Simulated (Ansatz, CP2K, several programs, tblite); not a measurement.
Energy against volume for NaScSe2 as one 8-atom ordering (I4_1/amd) on the rocksalt lattice, at fixed shape and fractional coordinates, computed by several methods (PBE and r2SCAN, where shown, with plane waves in Ansatz); the cell shown is that of r2SCAN. With free coordinates or axes held, a curve is too stiff, and on another method's shape its minimum isn't the method's own volume. The symmetry is I4_1/amd (No. 141, tetragonal); a = 5.588 Å, c = 11.503 Å in the conventional setting, 22.45 Å³ an atom. Na has 6 Se at 2.80–3.08 Å; Se has 3 Sc at 2.67–2.80 Å and 3 Na at 2.80–3.08 Å; Sc has 6 Se at 2.67–2.80 Å. (Calculated; spin-unpolarised; the phase may be known or hypothetical.) Energies count from each curve's lowest point; fits are third-order Birch-Murnaghan.

```
Na Se Sc
1.0
    -2.79399    2.79399    5.75149
     2.79399   -2.79399    5.75149
     2.79399    2.79399   -5.75149
Na Se Sc
2 4 2
Direct
  0.75000 0.25000 0.50000
  0.00000 0.00000 0.00000
  0.48195 0.98195 0.50000
  0.73195 0.73195 0.00000
  0.01805 0.51805 0.50000
  0.26805 0.26805 0.00000
  0.25000 0.75000 0.50000
  0.50000 0.50000 0.00000
```

Question: PBE/DZVP (CP2K), on the shape of the cell shown, gives

| V (Å³/atom) | E (meV/atom) |
| --- | --- |
| 19.755 | 95.31 |
| 21.102 | 29.19 |
| 22.449 | 0.00 |
| 23.796 | 2.40 |
| 25.143 | 28.33 |

What equilibrium volume and bulk modulus follow?

Answer: V₀ = 23.02 Å³ an atom and B₀ = 56 GPa.

GFN1-xTB (tblite), on the shape of the cell shown, as a cluster of 64 atoms at the zone centre:

| V (Å³/atom) | E (meV/atom) |
| --- | --- |
| 19.755 | 0.00 |
| 21.102 | 3.04 |
| 22.449 | 27.94 |
| 23.796 | 70.33 |
| 25.143 | 126.91 |

This method closes the gap of a crystal that DFT finds insulating, so its curve rests on a wrong state.
The lowest point is an end point, so the minimum isn't bracketed.

Question: GFN2-xTB (tblite), on the shape of the cell shown, as a cluster of 64 atoms at the zone centre, gives
```csv
V (Å³/atom),E (meV/atom)
19.755,61.54
21.102,13.02
22.449,0.00
23.796,11.97
25.143,41.04
```
What equilibrium volume and bulk modulus follow?

Answer: V₀ = 22.40 Å³ an atom and B₀ = 49 GPa.

Question: PBE/SZV (CP2K), on the shape of the cell shown, gives

| V (Å³/atom) | E (meV/atom) |
| --- | --- |
| 19.755 | 83.23 |
| 21.102 | 21.89 |
| 22.449 | 0.00 |
| 23.796 | 10.30 |
| 25.143 | 43.87 |

What equilibrium volume and bulk modulus follow?

Answer: V₀ = 22.65 Å³ an atom and B₀ = 60 GPa.

light PBE (260 eV, its own mesh), on the shape of the cell shown:
```csv
V (Å³/atom),E (meV/atom)
20.653,41.64
21.551,12.91
22.449,0.00
23.347,5.84
24.245,2.34
25.143,38.85
```
The points scatter about a smooth fit, as a low cutoff and a light mesh can make them, so no fit is quoted.

Spin-orbit coupling is left out.
